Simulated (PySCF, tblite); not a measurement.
# C₂H₆Cl₃Si₂ radical: geometry, infrared bands and EPR parameters

Wanted: the infrared bands and EPR parameters of C₂H₆Cl₃Si₂ radical (`[SiH3][CH][Si@H](Cl)C(Cl)Cl`), by calculation.

The runs use tblite 0.8.0 and PySCF 2.14.0, with density-fitted response routines of our own; the level of theory stands in each step. All values are computed, except where a source is named. Atoms count from 0, in the outputs and in this text.

## Step 1: Starting geometry

13 atoms, charge 0, multiplicity 2; geometry from: force field or distance geometry start.

Bonds of the start (Å): Si0–C1 1.81, C1–Si2 1.79, Si2–Cl3 2.08, Si2–C4 1.85, C4–Cl5 1.77, C4–Cl6 1.78, Si0–H7 1.48, Si0–H8 1.48, Si0–H9 1.49, C1–H10 1.07, Si2–H11 1.48, C4–H12 1.09.

## Step 2: Geometry optimisation with GFN2-xTB

The job: settings as JSON, then the geometry in Å.

```
{"job": {"kind": "relax", "xc": "GFN2-xTB", "basis": "xTB"}, "charge": 0, "multiplicity": 2}
Si     1.986700     0.338700     0.628900
C      0.780000     0.751100    -0.660400
Si    -0.598700    -0.370000    -0.905100
Cl    -1.410700     0.376800    -2.663700
C     -1.919800    -0.471100     0.388000
Cl    -1.380500    -1.498200     1.727700
Cl    -2.333900     1.151400     0.990600
H      3.202100     1.170100     0.457200
H      2.350800    -1.094600     0.554700
H      1.386600     0.621000     1.963200
H      0.883000     1.658300    -1.219500
H     -0.108200    -1.717500    -1.279700
H     -2.841800    -0.915400     0.000500
```

The run is started by

```sh
OMP_NUM_THREADS=1 python probes_run.py task.json out
```

One launch serves the whole session: the jobs run in the order shown.

**Question.** This job is followed by: GFN2-xTB harmonic vibrations, gas phase; UKS B3LYP, pcH-1 on C Cl H Si, non-relativistic, mean-field spin-orbit, GIAO. What will the session give for the following? strongest single infrared mode (GFN2-xTB); zero-point energy (GFN2-xTB); g(iso) (B3LYP); ⟨S²⟩; largest a(iso) (averaged by class); potential on the surface of density 0.002 e/bohr³, 1st and 99th percentile.

As calculated:

| quantity | value |
| --- | --- |
| strongest single infrared mode (GFN2-xTB) | 2249 cm⁻¹, 330 km/mol |
| zero-point energy (GFN2-xTB) | 41.3 kcal/mol |
| g(iso) (B3LYP) | 2.00271 |
| ⟨S²⟩ | 0.753 (exact 0.75) |
| largest a(iso) (averaged by class) | 13C on C1, 76.3 MHz |
| potential on the surface of density 0.002 e/bohr³, 1st and 99th percentile | -0.52 V and 1.39 V |

What this shows: Relaxing lowered the energy by 0.377 eV in 96 steps; the close pair that moved most is Si2–C4, from 1.851 to 1.943 Å. All 33 modes are real, so the xTB geometry is a minimum. Unscaled tight-binding wavenumbers are off by several per cent, some by more. Its intensities can rank the bands wrongly. C1 carries the largest spin population, 1.00 e. The isotropic g lies 0.4 ppt above the free-electron value. These values are for one conformer; the search (at its own cheap level) found 2 more, at 0.47, 3.27 kcal/mol, and measured spectra average over such forms.
